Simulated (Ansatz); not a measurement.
# CH7ClSi3: one species, many methods

The task here is to estimate one member of a computed series from the others.

The runs use Ansatz 0.2.0, Gaussian basis; functionals in def2-TZVPP, the program's frozen cores in correlated methods.

Plan: PBE-D4, r2SCAN-D4, PBE0-D4, B3LYP-D4, ωB97X-V, ωB97M-V, B2PLYP; CCSD(T)/def2-TZVPP; MP2/def2-QZVPP; extrapolation to the limit.

### The relaxed structure

The geometry comes from an earlier relaxation with PBE0-D4 in a triple-zeta def2 set; it is a stationary point, not always the lowest conformer.

12 atoms, charge 0, spin multiplicity 1.

Atoms are counted from 1 here; the program's logs count them from 0.

Bond lengths: Si1–C2 1.880 Å, Si1–H6 1.490 Å, Si1–H7 1.487 Å, Si1–H8 1.482 Å, C2–Si3 1.882 Å, C2–Si4 1.875 Å, C2–H9 1.099 Å, Si3–H10 1.486 Å, Si3–H11 1.482 Å, Si3–H12 1.491 Å, Si4–Cl5 2.100 Å. Angles: C2–Si1–H6 110.2°, C2–Si1–H7 109.6°, C2–Si1–H8 110.8°, H6–Si1–H7 108.0°, H6–Si1–H8 108.7°, H7–Si1–H8 109.5°, Si1–C2–Si3 112.7°, Si1–C2–Si4 112.8°, Si1–C2–H9 108.0°, Si3–C2–Si4 109.7°, Si3–C2–H9 107.7°, Si4–C2–H9 105.4°, C2–Si3–H10 109.7°, C2–Si3–H11 110.8°, C2–Si3–H12 109.9°, H10–Si3–H11 109.8°, H10–Si3–H12 108.0°, H11–Si3–H12 108.5° and more.

The first run:

Contents of in.yaml:

```yaml
crystal:
  periodic: [false, false, false]
  atoms:
    - {symbol: Si, position_ang: [-1.167164, -0.550282, 1.006502]}
    - {symbol: C, position_ang: [0.199365, 0.592635, 0.406253]}
    - {symbol: Si, position_ang: [1.449567, -0.284033, -0.694252]}
    - {symbol: Si, position_ang: [-0.458171, 2.114046, -0.469968]}
    - {symbol: Cl, position_ang: [-1.460898, 1.193695, -2.069423]}
    - {symbol: H, position_ang: [-2.338524, 0.247443, 1.466492]}
    - {symbol: H, position_ang: [-0.676523, -1.352521, 2.158557]}
    - {symbol: H, position_ang: [-1.606512, -1.459194, -0.078272]}
    - {symbol: H, position_ang: [0.736215, 0.971554, 1.286565]}
    - {symbol: H, position_ang: [2.487445, -0.935820, 0.146648]}
    - {symbol: H, position_ang: [0.782876, -1.297628, -1.545418]}
    - {symbol: H, position_ang: [2.129422, 0.704805, -1.579681]}
basis:
  gaussian: {orbitals: def2-TZVPP}
hamiltonian: {xc: pbe, dispersion: d4}
output: {forces: true, orbitals: {seedname: orbitals}}
```

Started as:

```console
> ansatz run in.yaml --threads 4 --pin off --events-out ev --progress --plain --max-ram 10444MiB
```

Steps of the session up to this table: PBE-D4 (GGA); r2SCAN-D4 (meta-GGA); PBE0-D4 (hybrid); B3LYP-D4 (hybrid); ωB97X-V (range-separated); ωB97M-V (range-separated); B2PLYP (double hybrid); CCSD(T) in def2-TZVPP; MP2 in def2-QZVPP.

One table of the session follows, with a row left open; its other results are not shown here.

It belongs to the step «Atomisation energies». 

```
            method  atomisation energy (eV)
            PBE-D4                   39.592
         r2SCAN-D4                   39.651
           PBE0-D4                   39.400
          B3LYP-D4                        ?
           ωB97X-V                   39.950
           ωB97M-V                   39.901
            B2PLYP                   38.948
     HF/def2-TZVPP                   29.839
    MP2/def2-TZVPP                   38.784
   CCSD/def2-TZVPP                   38.122
CCSD(T)/def2-TZVPP                   38.638
           MP2/CBS                   39.868
       CCSD(T)/CBS                   39.722
```

Estimate the missing values for B3LYP-D4.

The run gave: atomisation energy (eV): 39.559. In the column «atomisation energy (eV)» it lies between PBE0-D4 (39.400) and PBE-D4 (39.592).
